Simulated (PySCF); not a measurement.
# C2H6Cl2OSi: the cost of one run

Computed with PySCF 2.14.0, with density-fitted response routines of our own, on a single molecule in the gas phase. Atoms are numbered from 0 throughout.

### Step 1. Starting geometry

12 atoms, charge 0, multiplicity 1; geometry from: GFN2-xTB. The atoms were then displaced at random by about 0.01 Å, so the start is not that level's minimum.

Bonds of the start (Å): C0–O1 1.38, O1–Si2 1.60, Si2–Cl3 2.01, Si2–C4 1.92, C4–Cl5 1.77, C0–H6 1.08, C0–H7 1.12, C0–H8 1.09, Si2–H9 1.48, C4–H10 1.07, C4–H11 1.10.

### Step 2. Relaxing the molecule at PBE0-D3(BJ)/def2-SVP

The job: settings as JSON, then the geometry in Å.

```
{"job": {"xc": "PBE0", "basis": "def2-SVP", "d3": "d3bj", "grid": 1, "shake": 0.01, "kind": "geom"}, "charge": 0, "multiplicity": 1}
C     -1.985370    -0.796340    -0.115330
O     -0.631970    -0.544810    -0.239100
Si     0.306760     0.515620     0.507220
Cl    -0.352580     2.396910     0.278210
C      1.978320     0.338010    -0.418670
Cl     2.806180    -1.144420     0.094760
H     -2.302810    -1.383620    -0.967820
H     -2.541100     0.177030    -0.132300
H     -2.225220    -1.296440     0.827860
H      0.467500     0.263900     1.954160
H      1.856070     0.281470    -1.479670
H      2.663910     1.164420    -0.170980
```

The run is started by

```console
$ OMP_NUM_THREADS=1 python probes_run.py task.json out
```

One launch serves the whole session: the jobs run in the order shown.

**Question.** How long does this first job take on 1 thread of Arm Neoverse V1, shared host, and how much memory does it need?

About 1.7 min, with a peak of 0.53 GiB.
